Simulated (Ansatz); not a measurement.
# GaHO (quintet): from Hartree-Fock to the top rungs, cc-pVTZ

The task here is to estimate one member of a computed series from the others.

Method: cc-pVTZ, core rule «outside noble gas», up to 15 orbitals frozen; program: Ansatz 0.2.0, Gaussian basis.

Plan: UHF; CCSD(T) on ROHF; CCSD(T) on UHF; BCCD(T) on ROHF; CCSDT(Q) on ROHF; CCSDT(Q) on UHF.

12 further runs of the same task are left out: 8 for a known fault of the program, 4 set aside as unsound or not needed.

## What is computed

The geometry is a PBE0/def2-TZVP stationary point (not a proven minimum) of the parent state, kept for this charge and spin. No spin-orbit coupling is included. The filled d shell of Ga may be among the frozen orbitals whatever the setting's name suggests; the logs give the count.

3 atoms, charge 0, spin multiplicity 5.

Atoms are counted from 1 here; the program's logs count them from 0.

Bond lengths: O1–Ga2 1.837 Å, Ga2–H3 1.606 Å. Angles: O1–Ga2–H3 111.2°.

The first run:

Contents of in.yaml:

```yaml
crystal:
  periodic: [false, false, false]
  atoms:
    - {symbol: O, position_ang: [0.000000, 0.086163, 1.502239]}
    - {symbol: Ga, position_ang: [0.000000, -0.040211, -0.330094]}
    - {symbol: H, position_ang: [0.000000, 1.413842, -1.011723]}
basis:
  gaussian: {orbitals: cc-pVTZ}
magnetization: {spin_polarized: true, initial_magnetization: 4}
hamiltonian: {xc: hf}
output: {orbitals: {seedname: orbitals}}
```

On the command line:

```
$ ansatz run in.yaml --threads 1 --pin off --events-out ev --progress --plain --max-ram 4096MiB --backend cpu
```

Steps of the session up to this table: UHF; CCSD(T) on ROHF; CCSD(T) on UHF; BCCD(T) on ROHF; CCSDT(Q) on ROHF; CCSDT(Q) on UHF.

One table of the session follows, with a row left open; its other results are not shown here.

```
   method  from RCCSDT(Q) (kJ/mol)
      UHF                   +609.5
     RMP2                    +84.7
     UMP2                   +110.1
    RCCSD                    +32.7
    UCCSD                    +26.1
 RCCSD(T)                     +3.4
 UCCSD(T)                     +8.1
  BCCD(T)                     +5.8
   RCCSDT                     +2.0
   UCCSDT                        ?
RCCSDT(Q)                        0
UCCSDT(Q)                     -1.3
```

**Question.** Estimate the row for UCCSDT.

**Answer.** from RCCSDT(Q) (kJ/mol): +0.4. In the column «from RCCSDT(Q) (kJ/mol)» it lies between RCCSDT(Q) (0) and RCCSDT (+2.0).

Left out of the table: ROHF (another determinant or state than the rows shown).

To keep in mind: The report flags that the cluster equations may have other roots. The program flags RCCSD(T), BCCD(T), RCCSDT(Q) as in doubt, so the zero of the table is itself unsure. Warnings: coupled cluster took another determinant than the lowest; large T1 diagnostic. Restricted and unrestricted rows rest on different reference determinants; where their highest levels disagree by more than a few hundredths of an eV, they describe different states and don't form one ladder.
